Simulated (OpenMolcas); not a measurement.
**C2H3AlO (SMILES C#[C][AlH][OH]): HF/Ahlrichs_VDZ (RICD fitting, thermostat Nose-Hoover, time step au 10)**

Aim: molecular dynamics of C2H3AlO. 

The calculation is run with OpenMolcas 26.06.

4 further runs of the same task are left out: 1 that didn't finish, 3 set aside as unsound or not needed.

## (1) The molecule

The species is C2H3AlO (7 atoms), meant as a singlet with charge 0. SMILES: `C#[C][AlH][OH]`. Geometry: a GFN2-xTB relaxation, a rough one for these elements and not checked as a minimum. This is one conformer, not always the lowest. The run starts from this shape.

Bond lengths: C1–C2 1.211 Å, C2–Al3 1.946 Å, Al3–O4 1.640 Å, C1–H5 1.055 Å, Al3–H6 1.522 Å, O4–H7 0.947 Å. Angles: C1–C2–Al3 177.5°, C2–Al3–O4 124.7°, C2–C1–H5 179.5°, C2–Al3–H6 120.3°, O4–Al3–H6 115.1°, Al3–O4–H7 179.4°.

## (2) A short trajectory at HF/Ahlrichs_VDZ (RICD fitting, thermostat Nose-Hoover, time step au 10)

File job.inp:

```
&GATEWAY
  Coord
  7
  angstrom
  C       -2.013920      -1.098860      -0.221440
  C       -1.012030      -0.450570      -0.017470
  Al       0.555700       0.635130       0.371510
  O        2.012610       0.465680      -0.361140
  H       -2.882260      -1.670310      -0.404150
  H        0.482580       1.741930       1.413510
  H        2.857310       0.376990      -0.780830
  Basis=Ahlrichs_VDZ
  Group=NoSym
  RICD
>>> EXPORT MOLCAS_MAXITER=10
>>> Do While

&SEWARD

&SCF
  PrOrbitals=1 1

&ALASKA

&DYNAMIX
  VelVer
  DT=10
  Velo=3
  Ther=2
  Temp=800
>>> EndDo
```

Launch:

```bash
export MOLCAS_MEM=1860
pymolcas job.inp > job.log
```

Log:

```text
--- Start Module: gateway ---
[...]
--- Stop Module: gateway /rc=_RC_ALL_IS_WELL_ ---
[...]
      Basis functions           46
[...]
       Convergence after  12 Iterations
[...]
::    Total SCF energy                               -393.9902383668
[...]
      Total spin, S                                     0.0000000000
[...]
      Total electronic charge=   36.000000
      Total            charge=   -0.000000
[...]
      Dipole Moment (debye):
      Origin of the operator (angstrom)=    0.1619    0.0921    0.0230
                   X=  4.8059E-01               Y= -5.2932E-01               Z= -6.5138E-01           Total=  9.6718E-01
      Quadrupole Moment (debye*angstrom):
[...]
 *              Molecular gradients               *
 **************************************************
  Irreducible representation: a
 ------------------------------------------------------------------------------------------
                              X                       Y                       Z
 ------------------------------------------------------------------------------------------
  C1               -3.50196106742828E-03   -1.05965300766186E-03    2.52395419839679E-04
  C2               -9.10278036337786E-03   -5.32594988468649E-03   -1.56480519936775E-03
  AL3               2.07703701554527E-02    7.38613912766528E-03   -7.95446609925143E-04
  O4               -2.58516034613958E-02    5.87973602803443E-03    1.55639500801921E-02
  H5                7.02221790717017E-03    4.16893959112397E-03    1.20428046620780E-03
  H6                4.12718016630939E-03   -1.14334109702359E-02   -1.23302396803648E-02
  H7                6.53657666318530E-03    3.84199115761596E-04   -2.33013447656427E-03
 ------------------------------------------------------------------------------------------
[...]
--- Start Module: alaska ---
--- Stop Module: alaska /rc=_RC_ALL_IS_WELL_ ---
--- Start Module: dynamix ---
[...]
--- Stop Module: dynamix /rc=_RC_ALL_IS_WELL_ ---
[...]
```

It took 15 s on 1 thread of Intel Xeon Platinum 8488C (Sapphire Rapids), shared host.

The path in brief:

```tsv
step	potential energy change (eV)
0	0.0000
1	-0.0006
2	-0.0005
3	0.0001
4	0.0010
5	0.0019
6	0.0028
7	0.0036
8	0.0043
9	0.0051
```

## (3) Summary of results

At HF/Ahlrichs_VDZ (RICD fitting, thermostat Nose-Hoover, time step au 10):

| quantity | value |
| --- | --- |
| potential energy of the last frame | -393.99005 Eh |

**Reading.** Mulliken charges run from -1.03 on O4 to +1.60 on Al3.
